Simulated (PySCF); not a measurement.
# C3H8O2Si: electronic excitations and core binding energies

Aim: predict the electronic excitations and core binding energies of C3H8O2Si (`[SiH3]O[C@@H]1CCO1`).

Computed with PySCF 2.14.0, with density-fitted response routines of our own, on a single molecule in the gas phase. Atoms count from 0, in the outputs and in this text.

**1. The molecule as given**

14 atoms, charge 0, multiplicity 1; geometry from: GFN2-xTB.

Bonds of the start (Å): Si0–O1 1.64, O1–C2 1.36, C2–C3 1.54, C3–C4 1.53, C4–O5 1.43, O5–C2 1.42, Si0–H6 1.47, Si0–H7 1.46, Si0–H8 1.46, C2–H9 1.10, C3–H10 1.09, C3–H11 1.09, C4–H12 1.09, C4–H13 1.09.

**2. Excited states and response: PBE0/def2-SVPD**

Job settings and geometry (Å):

```
{"job": {"kind": "uv", "xc": "PBE0", "basis": "def2-SVPD", "nstates": 8, "ntriplets": 3}, "charge": 0, "multiplicity": 1}
Si     1.909417     0.973896    -0.125532
O      1.320212    -0.549959    -0.232744
C      0.125912    -0.923422     0.305951
C     -1.093336    -0.827300    -0.626775
C     -1.612926     0.182849     0.396725
O     -0.427531     0.045652     1.188310
H      0.991598     1.948014    -0.726505
H      3.097468     0.764728    -0.939808
H      2.188028     1.349722     1.256608
H      0.259569    -1.892899     0.808114
H     -1.673081    -1.738253    -0.739774
H     -0.844921    -0.410295    -1.598473
H     -1.743571     1.206840     0.039806
H     -2.497515    -0.130045     0.956997
```

With the program's defaults for keys left out, this is: TDDFT PBE0/def2-SVPD, vertical, gas phase, core orbitals frozen in the response.

Started as:

```console
> OMP_NUM_THREADS=1 python probes_run.py task.json out
```

One launch serves the whole session: the jobs run in the order shown.

What it wrote:

```text
coarse grid: 12016 points
cycle   1  E = -558.1641330159  dE =  8.363e-01  |g| = 7.693e-01  |ddm| = 5.020e+00
cycle   2  E = -558.0194147324  dE =  1.447e-01  |g| = 1.169e+00  |ddm| = 2.491e+00
cycle   3  E = -558.2747103441  dE = -2.553e-01  |g| = 7.676e-02  |ddm| = 1.501e+00
cycle   4  E = -558.2756901540  dE = -9.798e-04  |g| = 3.552e-02  |ddm| = 1.542e-01
cycle   5  E = -558.2759885540  dE = -2.984e-04  |g| = 5.107e-03  |ddm| = 5.301e-02
cycle   6  E = -558.2759939641  dE = -5.410e-06  |g| = 1.337e-03  |ddm| = 1.109e-02
final grid: 110944 points
cycle   7  E = -558.3620482027  dE = -2.422e-05  |g| = 1.118e-02  |ddm| = 1.098e-01
cycle   8  E = -558.3620203523  dE =  2.785e-05  |g| = 1.664e-02  |ddm| = 2.966e-02
cycle   9  E = -558.3620716640  dE = -5.131e-05  |g| = 8.574e-04  |ddm| = 1.824e-02
cycle  10  E = -558.3620718400  dE = -1.760e-07  |g| = 1.920e-04  |ddm| = 1.448e-03
cycle  11  E = -558.3620718471  dE = -7.041e-09  |g| = 7.266e-05  |ddm| = 3.516e-04
cycle  12  E = -558.3620718479  dE = -8.542e-10  |g| = 3.370e-05  |ddm| = 1.144e-04
cycle  13  E = -558.3620718481  dE = -2.085e-10  |g| = 4.444e-06  |ddm| = 4.591e-05
converged SCF energy = -558.3620718481

Static polarisability (au): isotropic 66.346, principal 60.253 63.418 75.366

Singlet excitations
state   eV       nm        f      main configurations
  1   6.9468    178.5   0.00469   H->L 0.93
  2   7.3458    168.8   0.01609   H->L+1 0.66, H-1->L 0.23
  3   7.5812    163.5   0.01839   H-1->L 0.67, H->L+1 0.28
  4   7.7036    160.9   0.02594   H->L+2 0.73, H->L+4 0.17
  5   7.8676    157.6   0.01003   H->L+3 0.46, H-1->L+1 0.42
  6   7.8859    157.2   0.02482   H->L+4 0.36, H->L+3 0.35, H->L+2 0.13
  7   8.0619    153.8   0.00637   H-1->L+1 0.38, H->L+4 0.30, H->L+3 0.15
  8   8.1238    152.6   0.03664   H-2->L 0.83

Triplet excitations (Tamm-Dancoff, eV): 6.7184 7.1303 7.3835
```

It took 46 s on 1 thread of Arm Neoverse N1, shared host; peak memory 0.77 GiB.

The orbitals next to the gap, with their largest atomic shares:

| orbital | eV | atoms |
| --- | --- | --- |
| HOMO−3 | -9.60 | O5 25 %, Si0 17 %, H7 14 % |
| HOMO−2 | -9.00 | O1 21 %, O5 20 %, Si0 16 % |
| HOMO−1 | -8.31 | O5 33 %, O1 22 %, C4 10 % |
| HOMO | -7.77 | O5 27 %, O1 23 %, C2 11 % |
| LUMO | 0.44 | Si0 32 %, H6 10 %, O1 9 % |
| LUMO+1 | 0.73 | Si0 36 %, H6 10 %, H8 8 % |
| LUMO+2 | 1.12 | Si0 16 %, C3 12 %, H10 12 % |

With each of the 8 states as a Gaussian band of 0.4 eV half-width at 1/e, the curve within the window shown has maxima at 158 nm (ε 4,000) L/(mol cm). Beyond the last state computed it falls off for lack of states. The curve at chosen wavelengths:

```tsv
nm	ε (L/mol/cm)
147	1233
149	1945
151	2699
153	3363
155	3827
157	4039
159	4001
160	3901
162	3572
164	3129
166	2634
168	2141
170	1691
172	1304
174	988
176	740
178	550
180	407
182	298
183	254
185	182
187	127
189	86
191	57
193	36
195	22
```

Further results of this job:

| property | computed |
| --- | --- |
| dipole moment (D) | 1.90 |
| polarisability (Å³) | 9.83 |
| HOMO–LUMO gap (eV) | 8.21 |
| −ε(HOMO) (eV) | 7.77 |

**3. Core-electron binding energies: SCAN, X2C**

Same as in step 2 but for these lines:

```diff
@@ -1,2 +1,2 @@
-{"job": {"kind": "uv", "xc": "PBE0", "basis": "def2-SVPD", "nstates": 8, "ntriplets": 3}, "charge": 0, "multiplicity": 1}
+{"job": {"kind": "xps"}, "charge": 0, "multiplicity": 1}
 Si     1.909417     0.973896    -0.125532
```

Level: delta-SCF UKS SCAN, pcX-2 on the ionised atom, pcseg-1 elsewhere, spin-free X2C.

What it wrote:

```text
ground state, core basis on atom 0 (Si), 170 functions
  cycle   1  E = -559.56648124  |g| = 7.88e-01
  cycle   2  E = -559.32605028  |g| = 1.36e+00
  cycle   3  E = -559.68181491  |g| = 1.20e-01
  cycle   4  E = -559.68433845  |g| = 5.51e-02
  cycle   5  E = -559.68508608  |g| = 1.07e-02
  cycle   6  E = -559.68510237  |g| = 7.43e-03
  cycle   7  E = -559.68511188  |g| = 9.40e-04
  cycle   8  E = -559.68511169  |g| = 2.53e-04
  E(ground) = -559.68896791 Eh
hole in Si 1s of atom 0
  cycle   1  E = -490.75280346  |g| = 4.35e+00
  cycle   2  E = -489.98110088  |g| = 2.39e+00
  cycle   3  E = -490.78417222  |g| = 1.40e+00
  cycle   4  E = -491.72015481  |g| = 4.46e-01
  cycle   5  E = -491.74942283  |g| = 3.65e-01
  cycle   6  E = -491.79789683  |g| = 8.11e-02
  cycle   7  E = -491.80051820  |g| = 2.62e-02
  cycle   8  E = -491.80077028  |g| = 1.10e-02
  cycle   9  E = -491.80081702  |g| = 2.86e-03
  cycle  10  E = -491.80082060  |g| = 6.13e-04
  cycle  11  E = -491.80082022  |g| = 2.63e-04
  E(ion) = -491.81214184 Eh   <S^2> = 0.7522   hole on atom = 1.000   binding energy = 1847.023 eV
hole in Si 2p of atom 0
  cycle   1  E = -555.41141309  |g| = 1.23e+00
  cycle   2  E = -554.76034340  |g| = 1.40e+00
  cycle   3  E = -555.55061929  |g| = 6.15e-01
  cycle   4  E = -555.71263790  |g| = 1.72e-01
  cycle   5  E = -555.72085569  |g| = 1.18e-01
  cycle   6  E = -555.72573627  |g| = 4.10e-02
  cycle   7  E = -555.72641760  |g| = 1.11e-02
  cycle   8  E = -555.72646013  |g| = 4.07e-03
  cycle   9  E = -555.72646764  |g| = 6.72e-04
  cycle  10  E = -555.72646862  |g| = 2.44e-04
  E(ion) = -555.74064555 Eh   <S^2> = 0.7516   hole on atom = 1.002   binding energy = 107.439 eV
  2p3/2 = 107.183 eV   2p1/2 = 107.808 eV
ground state, core basis on atom 1 (O), 159 functions
  cycle   1  E = -559.61805393  |g| = 1.01e-01
  cycle   2  E = -559.61743523  |g| = 7.46e-02
  cycle   3  E = -559.61784133  |g| = 6.04e-02
  cycle   4  E = -559.61845841  |g| = 8.35e-03
  cycle   5  E = -559.61847270  |g| = 2.72e-03
  cycle   6  E = -559.61847340  |g| = 3.02e-04
  E(ground) = -559.66018790 Eh
hole in O 1s of atom 1
  cycle   1  E = -539.01419944  |g| = 2.23e+00
  cycle   2  E = -538.25504794  |g| = 2.37e+00
  cycle   3  E = -539.68854356  |g| = 6.34e-01
  cycle   4  E = -539.73867554  |g| = 5.11e-01
  cycle   5  E = -539.83674166  |g| = 8.89e-02
  cycle   6  E = -539.83925617  |g| = 3.75e-02
  cycle   7  E = -539.83989845  |g| = 5.43e-03
  cycle   8  E = -539.83991062  |g| = 1.37e-03
  cycle   9  E = -539.83991018  |g| = 5.30e-04
  cycle  10  E = -539.83991128  |g| = 2.12e-04
  E(ion) = -539.88248736 Eh   <S^2> = 0.7618   hole on atom = 1.000   binding energy = 538.179 eV
ground state, core basis on atom 2 (C), 159 functions
  cycle   1  E = -559.59041035  |g| = 1.01e-01
  cycle   2  E = -559.58738317  |g| = 1.53e-01
  cycle   3  E = -559.59155216  |g| = 2.22e-02
  cycle   4  E = -559.59161927  |g| = 1.29e-02
  cycle   5  E = -559.59164863  |g| = 1.55e-03
  cycle   6  E = -559.59164983  |g| = 4.27e-04
  E(ground) = -559.63574168 Eh
hole in C 1s of atom 2
  cycle   1  E = -548.24062787  |g| = 1.51e+00
  cycle   2  E = -546.36918435  |g| = 2.54e+00
  cycle   3  E = -548.73659652  |g| = 3.84e-01
  cycle   4  E = -548.77526199  |g| = 2.53e-01
  cycle   5  E = -548.79358572  |g| = 1.28e-01
  cycle   6  E = -548.79997653  |g| = 1.53e-02
  cycle   7  E = -548.80009501  |g| = 8.22e-03
  cycle   8  E = -548.80012929  |g| = 4.85e-03
  cycle   9  E = -548.80014745  |g| = 2.11e-03
  cycle  10  E = -548.80015167  |g| = 1.17e-03
  cycle  11  E = -548.80015248  |g| = 2.83e-04
  E(ion) = -548.84303535 Eh   <S^2> = 0.7778   hole on atom = 1.000   binding energy = 293.684 eV
ground state, core basis on atom 3 (C), 159 functions
  cycle   1  E = -559.58630654  |g| = 5.99e-02
  cycle   2  E = -559.58622585  |g| = 3.02e-02
  cycle   3  E = -559.58627057  |g| = 2.72e-02
  cycle   4  E = -559.58641656  |g| = 5.73e-03
  cycle   5  E = -559.58642257  |g| = 7.43e-04
  cycle   6  E = -559.58642176  |g| = 3.15e-04
  E(ground) = -559.63129309 Eh
hole in C 1s of atom 3
  cycle   1  E = -548.33329588  |g| = 1.51e+00
  cycle   2  E = -547.49960447  |g| = 1.94e+00
  cycle   3  E = -548.82567384  |g| = 4.28e-01
  cycle   4  E = -548.86280469  |g| = 3.05e-01
  cycle   5  E = -548.89623858  |g| = 5.60e-02
  cycle   6  E = -548.89722830  |g| = 1.88e-02
  cycle   7  E = -548.89733910  |g| = 1.13e-02
  cycle   8  E = -548.89738595  |g| = 3.75e-03
  cycle   9  E = -548.89739231  |g| = 1.18e-03
  cycle  10  E = -548.89739636  |g| = 4.92e-04
  E(ion) = -548.94103914 Eh   <S^2> = 0.7685   hole on atom = 1.000   binding energy = 290.897 eV
ground state, core basis on atom 4 (C), 159 functions
  cycle   1  E = -559.58835037  |g| = 5.82e-02
  cycle   2  E = -559.58832039  |g| = 2.13e-02
  cycle   3  E = -559.58833134  |g| = 2.02e-02
  cycle   4  E = -559.58843322  |g| = 1.58e-03
  cycle   5  E = -559.58843183  |g| = 8.57e-04
  cycle   6  E = -559.58843260  |g| = 6.81e-05
  E(ground) = -559.63258520 Eh
hole in C 1s of atom 4
  cycle   1  E = -548.28836713  |g| = 1.51e+00
  cycle   2  E = -545.58324130  |g| = 2.52e+00
  cycle   3  E = -548.46899338  |g| = 9.35e-01
  cycle   4  E = -548.74873576  |g| = 5.03e-01
  cycle   5  E = -548.84144298  |g| = 1.24e-01
  cycle   6  E = -548.84644928  |g| = 3.78e-02
  cycle   7  E = -548.84691144  |g| = 2.01e-02
  cycle   8  E = -548.84707895  |g| = 5.00e-03
  cycle   9  E = -548.84709842  |g| = 2.36e-03
  cycle  10  E = -548.84710865  |g| = 1.29e-03
  cycle  11  E = -548.84711080  |g| = 5.63e-04
  cycle  12  E = -548.84711151  |g| = 2.16e-04
  E(ion) = -548.89012693 Eh   <S^2> = 0.7773   hole on atom = 1.000   binding energy = 292.317 eV
ground state, core basis on atom 5 (O), 159 functions
  cycle   1  E = -559.61444246  |g| = 9.54e-02
  cycle   2  E = -559.61405202  |g| = 5.64e-02
  cycle   3  E = -559.61394705  |g| = 6.23e-02
  cycle   4  E = -559.61461073  |g| = 6.31e-03
  cycle   5  E = -559.61461960  |g| = 1.06e-03
  cycle   6  E = -559.61461985  |g| = 3.83e-04
  E(ground) = -559.65718594 Eh
hole in O 1s of atom 5
  cycle   1  E = -539.00361258  |g| = 2.23e+00
  cycle   2  E = -538.16941929  |g| = 2.44e+00
  cycle   3  E = -539.69455912  |g| = 6.26e-01
  cycle   4  E = -539.74908819  |g| = 4.68e-01
  cycle   5  E = -539.82986657  |g| = 8.58e-02
  cycle   6  E = -539.83234235  |g| = 2.51e-02
  cycle   7  E = -539.83264065  |g| = 7.04e-03
  cycle   8  E = -539.83266294  |g| = 1.44e-03
  cycle   9  E = -539.83266360  |g| = 6.47e-04
  cycle  10  E = -539.83266410  |g| = 2.83e-04
  E(ion) = -539.87547446 Eh   <S^2> = 0.7639   hole on atom = 1.000   binding energy = 538.288 eV
```

Wall time 1.9 min (1 thread of Arm Neoverse N1, shared host); peak memory 0.58 GiB.

The holes in one table. −ε is the ground-state orbital energy:

| hole | stands for | environment | ΔSCF (eV; 2p as the shell's mean) | −ε (eV) | ⟨S²⟩ |
| --- | --- | --- | --- | --- | --- |
| Si1s on Si0 | Si0 | silicon bonded to O, 3 H | 1847.02 | 1793.5 | 0.752 |
| Si2p on Si0 | Si0 | silicon bonded to O, 3 H | 107.39 | 96.3 | 0.752 |
| O1s on O1 | O1 | oxygen bonded to C, Si | 538.18 | 516.7 | 0.762 |
| C1s on C2 | C2 | sp3 carbon bearing two oxygens | 293.68 | 276.5 | 0.778 |
| C1s on C3 | C3 | sp3 CH2 in a ring | 290.90 | 273.9 | 0.769 |
| C1s on C4 | C4 | sp3 CH2 bonded to O | 292.32 | 275.1 | 0.777 |
| O1s on O5 | O5 | ether oxygen | 538.29 | 516.8 | 0.764 |

With the spin-orbit splitting: Si0 2p3/2 107.18, 2p1/2 107.81 eV. The table gives each 2p level as the mean over the whole 2p shell (two parts 2p3/2, one part 2p1/2), which differs a little from the single hole in the log.

**4. Summary of results**

| quantity | value |
| --- | --- |
| lowest singlet (PBE0/def2-SVPD) | 6.95 eV (178 nm), f = 0.005 |
| brightest single state of those computed | state 8, 8.12 eV, f = 0.037 |
| lowest triplet | 6.72 eV |
| C1s binding energies, SCAN/pcX-2 | C2 293.68, C4 292.32, C3 290.90 eV |
| O1s binding energies, SCAN/pcX-2 | O5 538.29, O1 538.18 eV |
| Si1s binding energies, SCAN/pcX-2 | Si0 1847.02 eV |
| Si2p binding energies, SCAN/pcX-2 | Si0 107.39 eV |

In words: The first singlet state (HOMO→LUMO 0.93) lies at 6.95 eV and is weak; of the 8 states computed, the strongest absorption comes from state 8 at 8.12 eV (the last computed, so partners may be missing). The lowest triplet lies 0.23 eV below the lowest singlet (triplets in Tamm-Dancoff, singlets in full TDDFT). States above −ε(HOMO) lie where TDDFT describes them poorly and they hang on the basis; the brightest is among them. The C1s levels kept as sound span 2.79 eV, from C3 (sp3 CH2 in a ring) up to C2 (sp3 carbon bearing two oxygens). O5 (ether oxygen) binds its O1s electron 0.11 eV more tightly than O1 (oxygen bonded to C, Si).
